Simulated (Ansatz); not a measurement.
# NbAl2C2: the cost of one run

Computed with Ansatz 0.2.0 (DFT PBE, scalar-relativistic, plane waves, PAW, unless a step's input says otherwise).

**1. The system as given**

It takes space group Pmmm (No. 47, orthorhombic). Conventional cell: a = 3.659 Å, b = 3.913 Å, c = 5.950 Å, α = 90.00°, β = 90.00°, γ = 90.00°. Al (site symmetry mmm) has 2 Al at 1.83 Å as nearest neighbours. Al (site symmetry mmm) has 2 Al at 1.83 Å and 2 Nb at 1.96 Å as nearest neighbours. Nb (site symmetry mmm) is surrounded by 2 Al at 1.96 Å. C (site symmetry 2mm) has 1 C at 1.31 Å as nearest neighbours.

Coordinates:

```
CELL_PARAMETERS angstrom
3.65902 0.00000 0.00000
0.00000 3.91298 0.00000
0.00000 0.00000 5.94963
ATOMIC_POSITIONS crystal
Al 0.50000 0.00000 0.00000
Al 0.00000 0.00000 0.00000
Nb 0.00000 0.50000 0.00000
C 0.32052 0.50000 0.50000
C 0.67948 0.50000 0.50000
```

A structure generator made this guess: random cell by space group and Wyckoff sites (Pmmm, No. 47). Its size is a rough estimate.

**2. The guess as it stands, on a coarse mesh**

Input file input.yaml:

```yaml
crystal:
  lattice:
    - [3.65902475, 0.0, 0.0]
    - [0.0, 3.91298016, 0.0]
    - [0.0, 0.0, 5.94963223]
  atoms:
    - { symbol: Al, position: [0.5, 0.0, 0.0] }
    - { symbol: Al, position: [0.0, 0.0, 0.0] }
    - { symbol: Nb, position: [0.0, 0.5, 0.0] }
    - { symbol: C, position: [0.32051927, 0.5, 0.5] }
    - { symbol: C, position: [0.67948073, 0.5, 0.5] }
basis:
  ecutwfc: 420
kpoints:
  mp_grid: { grid: [6, 4, 4] }
hamiltonian:
  xc: pbe
scf:
  occupations: { method: gaussian, width: 0.1 }
  lower_state_search: "off"
output:
  forces: true
  stress: true
  eigenvalues: true
```

Run with:

```bash
> ansatz run input.yaml --threads 1 --pin off --max-ram 2560MiB --backend cpu --events-out ev --progress --plain --runs-dir out
```

Q: Estimate wall time and peak memory on 1 thread of AMD EPYC 9R45 (Zen 5), shared host.

About 1.3 s, with a peak of 0.42 GiB.
